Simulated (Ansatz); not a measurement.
# TaSF₃: basis-set convergence

How large a basis does TaSF₃ need? Two functionals are run in growing sets.

The runs use Ansatz 0.2.0, Gaussian basis; one geometry, several basis sets.

The runs, in order: PBE0-D4/def2-SVP; ωB97M-V/def2-SVP; PBE0-D4/def2-QZVPP; ωB97M-V/def2-QZVPP; the functionals' def2-TZVPP values are taken from earlier runs.

### Step 1. The geometry

An earlier PBE0-D4/def2-TZVP relaxation fixed the geometry. Ta takes the def2 core potential; no spin-orbit term is included.

5 atoms, charge 0, spin multiplicity 1.

Atoms are counted from 1 here; the program's logs count them from 0.

Bond lengths: F1–Ta2 1.857 Å, Ta2–F3 1.857 Å, Ta2–F4 1.857 Å, Ta2–S5 2.147 Å. Angles: F1–Ta2–F3 110.4°, F1–Ta2–F4 110.4°, F1–Ta2–S5 108.5°, F3–Ta2–F4 110.4°, F3–Ta2–S5 108.5°, F4–Ta2–S5 108.5°.

### Step 2. PBE0-D4 in def2-SVP

Contents of in.yaml:

```yaml
crystal:
  periodic: [false, false, false]
  atoms:
    - {symbol: F, position_ang: [-0.851177, -0.125136, 1.662458]}
    - {symbol: Ta, position_ang: [-0.012078, -0.085252, 0.005842]}
    - {symbol: F, position_ang: [1.489437, -1.178506, 0.014593]}
    - {symbol: F, position_ang: [-1.189434, -0.614449, -1.329730]}
    - {symbol: S, position_ang: [0.613152, 1.929543, -0.394564]}
basis:
  gaussian: {orbitals: def2-SVP}
hamiltonian: {xc: pbe0, dispersion: d4}
output: {orbitals: {seedname: orbitals}}
```

Started as:

```
$ ansatz run in.yaml --threads 4 --pin off --events-out ev --progress --plain --max-ram 10444MiB
```

Further steps of the session: ωB97M-V in def2-SVP; PBE0-D4 in def2-QZVPP; ωB97M-V in def2-QZVPP.

Q: Predict the results of all the runs planned. Wanted: PBE0-D4: double and triple zeta above quadruple; ωB97M-V: double and triple zeta above quadruple.

The runs gave:

| quantity | value |
| --- | --- |
| PBE0-D4: double and triple zeta above quadruple | 15.16, 0.78 eV |
| ωB97M-V: double and triple zeta above quadruple | 15.30, 0.73 eV |

PBE0-D4 gains 14.37 eV from double to triple zeta, then 0.78 eV more. Total energies overstate the basis error of differences, where much of it tends to cancel.
